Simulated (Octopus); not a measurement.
# NaTiO3 (Pm-3m) in Octopus: reference runs

How does NaTiO3 come out in PBEsol? The cell is run as given.

Everything below comes from runs of Octopus 16.4. Logs are shortened: lines on timing, memory, paths and dates and some standing lists are left out, and cuts for length are marked.

### 1 The crystal as given

The structure is cubic, space group Pm-3m (No. 221). Conventional cell: a = 3.902 Å, b = 3.902 Å, c = 3.902 Å, α = 90.00°, β = 90.00°, γ = 90.00°. Ti (site symmetry m-3m) has 6 O at 1.95 Å as nearest neighbours. Na (site symmetry m-3m) is surrounded by 12 O at 2.76 Å. Around O (site symmetry 4/mmm) lie 2 Ti at 1.95 Å.

The cell comes from a database or a generator and needn't be the stable form of this composition.

### 2 Single point, PBEsol

Input file inp:

```
CalculationMode = gs
UnitsOutput = eV_Angstrom
PeriodicDimensions = 3
ExperimentalFeatures = yes
PseudopotentialSet = pseudodojo_pbesol
%LatticeParameters
 1*angstrom | 1*angstrom | 1*angstrom
%
%LatticeVectors
 3.902333 | 0 | 0
 0 | 3.902333 | 0
 0 | 0 | 3.902333
%
%ReducedCoordinates
 "Ti" | 0.5 | 0.5 | 0.5
 "Na" | 0 | 0 | 0
 "O" | 0 | 0.5 | 0.5
 "O" | 0.5 | 0 | 0.5
 "O" | 0.5 | 0.5 | 0
%
%Spacing
 0.11477450*angstrom | 0.11477450*angstrom | 0.11477450*angstrom
%
DerivativesOrder = 8
%KPointsGrid
 7 | 7 | 7
%
KPointsUseSymmetries = yes
XCFunctional = gga_x_pbe_sol + gga_c_pbe_sol
SmearingFunction = fermi_dirac
Smearing = 0.05*eV
ExtraStates = 11
Eigensolver = chebyshev_filter
ConvRelDens = 3e-7
MaximumIter = 120
Mixing = 0.2
```

Potentials or basis: pseudodojo_pbesol (PseudoDojo 0.4, PBEsol).

On the command line:

```console
OMP_NUM_THREADS=1 octopus > out.log
```

out.log:

```text
Running octopus

[... 13 lines left out ...]

Input: [AllElectronType = no]
Input: [PseudopotentialSet = pseudodojo_pbesol]
Reading Coordinates from ReducedCoordinates block

****************************** Species *******************************
  Species 'Ti'
    type             : pseudopotential
    file             : 'Ti.upf'
    file format      : UPF2
    valence charge   : 12.0
    atomic number    :  22
    form on file     : kleinman-bylander
    lmax             : 2
    llocal           : -1
    projectors per l : 2
    total projectors : 6
    application form : kleinman-bylander
    orbitals         : 10
    bound orbitals   : 10

  Species 'Na'
    type             : pseudopotential
    file             : 'Na.upf'
    file format      : UPF2
    valence charge   : 9.0
    atomic number    :  11
    form on file     : kleinman-bylander
    lmax             : 1
    llocal           : -1
    projectors per l : 2
    total projectors : 4
    application form : kleinman-bylander
    orbitals         :  5
    bound orbitals   :  5

  Species 'O'
    type             : pseudopotential
    file             : 'O.upf'
    file format      : UPF2
    valence charge   : 6.0
    atomic number    :   8
    form on file     : kleinman-bylander
    lmax             : 2
    llocal           : -1
    projectors per l : 2
    total projectors : 6
    application form : kleinman-bylander
    orbitals         :  4
    bound orbitals   :  4

[... 292 lines left out ...]
Info: Starting SCF iteration.

** Warning:
**   Symmetrization discrepancy ratio (scalar) =  3.52452E-02

*********************** SCF CYCLE ITER #    1 ************************
 etot  = -4.26223824E+03 abs_ev   =  7.88E+01 rel_ev   =  1.08E-01
 ediff =        1.57E+02 abs_dens =  5.15E+00 rel_dens =  1.32E-01
Matrix vector products: 500
Converged eigenvectors: 0

#  State  KPoint  Eigenvalue [eV]  Occupation    Error
      1       1      -55.396189    2.000000   ( 2.7E-05)
      1       2      -55.395772    2.000000   ( 8.8E-05)
      1       3      -55.395355    2.000000   ( 2.6E-04)
      1       4      -55.394939    2.000000   ( 3.0E-04)
      1       5      -55.394834    2.000000   ( 2.2E-04)
      1       6      -55.394419    2.000000   ( 2.3E-04)
      1       9      -55.394081    2.000000   ( 3.7E-04)
      1       7      -55.394004    2.000000   ( 2.6E-04)
[... 23 lines left out ...]
     31       6       19.701179    0.000000   ( 2.9E-01)
     31       5       19.848470    0.000000   ( 2.5E-01)
     31      16       19.909203    0.000000   ( 3.0E-01)
     31       4       19.962398    0.000000   ( 3.5E-01)
     31      12       20.061960    0.000000   ( 3.0E-01)
     31      13       20.724509    0.000000   ( 3.4E-01)
     31      17       20.982270    0.000000   ( 3.4E-01)
     31       3       21.405734    0.000000   ( 3.4E-01)

Density of states:

---------------------%---------%--------------%-----------------------
---------------------%---------%--------------%-----------------------
---------------------%---------%-------------%%-----------------------
---------------------%---------%%-----------%%%-----------------------
---------------------%---------%%-----------%%%------%----------------
---------------------%---------%%-----------%%%------%----------------
---------------------%---------%%-----------%%%------%----------------
%-----%--------------%---------%%%----------%%%-----%%%%%-----%%------
%-----%--------------%---------%%%---------%%%%%----%%%%%%--%-%%%%----
%-----%--------------%---------%%%---------%%%%%----%%%%%%--%%%%%%%%%-
                                               ^

Fermi energy =    -3.527438 eV

**********************************************************************

*********************** SCF CYCLE ITER #    2 ************************
 etot  = -4.23833250E+03 abs_ev   =  1.17E+01 rel_ev   =  1.63E-02
 ediff =        8.79E-01 abs_dens =  1.88E+00 rel_dens =  4.81E-02
Matrix vector products: 500
Converged eigenvectors: 0
[... 219 lines left out ...]
Fermi energy =    -1.090138 eV

**********************************************************************

Info: restarting mixing.

*********************** SCF CYCLE ITER #   21 ************************
 etot  = -4.20580469E+03 abs_ev   =  3.36E-05 rel_ev   =  4.78E-08
 ediff =        4.13E-06 abs_dens =  3.39E-06 rel_dens =  8.70E-08
Matrix vector products: 500
Converged eigenvectors: 0

#  State  KPoint  Eigenvalue [eV]  Occupation    Error
      1       1      -56.846999    2.000000   ( 1.0E-07)
      1       2      -56.846711    2.000000   ( 1.1E-07)
      1       3      -56.846424    2.000000   ( 1.1E-07)
      1       4      -56.846137    2.000000   ( 1.1E-07)
      1       5      -56.846064    2.000000   ( 1.1E-07)
      1       6      -56.845778    2.000000   ( 1.1E-07)
      1       9      -56.845546    2.000000   ( 1.1E-07)
      1       7      -56.845492    2.000000   ( 1.1E-07)
[... 23 lines left out ...]
     31       6       15.126218    0.000000   ( 2.7E-02)
     31      18       15.157567    0.000000   ( 4.2E-02)
     31       4       15.217891    0.000000   ( 2.8E-02)
     31      10       15.234603    0.000000   ( 3.2E-02)
     31      17       15.303528    0.000000   ( 3.7E-02)
     31      14       15.330190    0.000000   ( 2.2E-02)
     31       9       15.401386    0.000000   ( 1.2E-02)
     31       3       15.574842    0.000000   ( 3.7E-02)

Density of states:

---------------------------------%------------------------------------
---------------------------------%----%-------------------------------
----------------------%----------%----%-----------%-------------------
----------------------%----------%----%-----------%%-%---%------------
----------------------%----------%----%-----------%%%%---%------------
----------------------%----------%----%-----------%%%%---%------------
----------------------%----------%----%-----------%%%%---%------%-----
%-----%---------------%----------%----%-----------%%%%---%---%--%-%%--
%-----%---------------%%---------%----%----------%%%%%--%%%%%%%-%%%%%%
%-----%---------------%%---------%---%%----------%%%%%--%%%%%%%%%%%%%%
                                                     ^

Fermi energy =    -1.090138 eV

**********************************************************************

Info: SCF converged in   21 iterations

** Warning:
**   Some of the states are not fully converged!

Info: Number of matrix-vector products:      10500
Info: Finished writing information to 'restart/gs'.

Octopus emitted 25 warnings.
```

static/info:

```text
**

********************** Brillouin zone sampling ***********************
Dimensions of the k-point grid      =  7  7  7
Total number of k-points            = 343
Number of symmetry-reduced k-points = 20

List of k-points:
      ik         k_x         k_y         k_z      Weight
[... 711 lines left out ...]

Forces on the ions [eV/A]
 Ion                        x              y              z
   1        Ti   0.00000000E+00   0.00000000E+00   0.00000000E+00
   2        Na   0.00000000E+00   0.00000000E+00   0.00000000E+00
   3         O   0.00000000E+00   0.00000000E+00   0.00000000E+00
   4         O   0.00000000E+00   0.00000000E+00   0.00000000E+00
   5         O   0.00000000E+00   0.00000000E+00   0.00000000E+00
 ----------------------------------------------------------
 Max abs force   0.00000000E+00   0.00000000E+00   0.00000000E+00
   Total force   0.00000000E+00   0.00000000E+00   0.00000000E+00
```

Run time: 4.9 min. Hardware: 1 thread of Intel Xeon 6975P-C (Granite Rapids), shared host; peak memory 1.1 GiB.

What came out:

```
Free energy            : -4205.8388 eV
Band gap on the k mesh : none (metal or under the smearing width)
```

Levels at points of the mesh, in eV from the Fermi level:
```csv
k point,band 18,band 19,band 20,band 21,band 22,band 23
"(0.00, 0.00, 0.00)",-0.15,-0.15,-0.15,2.56,2.56,2.56
```

Caveat: an odd number of electrons without spin polarisation forces a metal; a magnetic or distorted state may lie lower; semilocal functionals often make such compounds metallic where correlation or magnetic order opens a gap, which also shifts bond lengths.
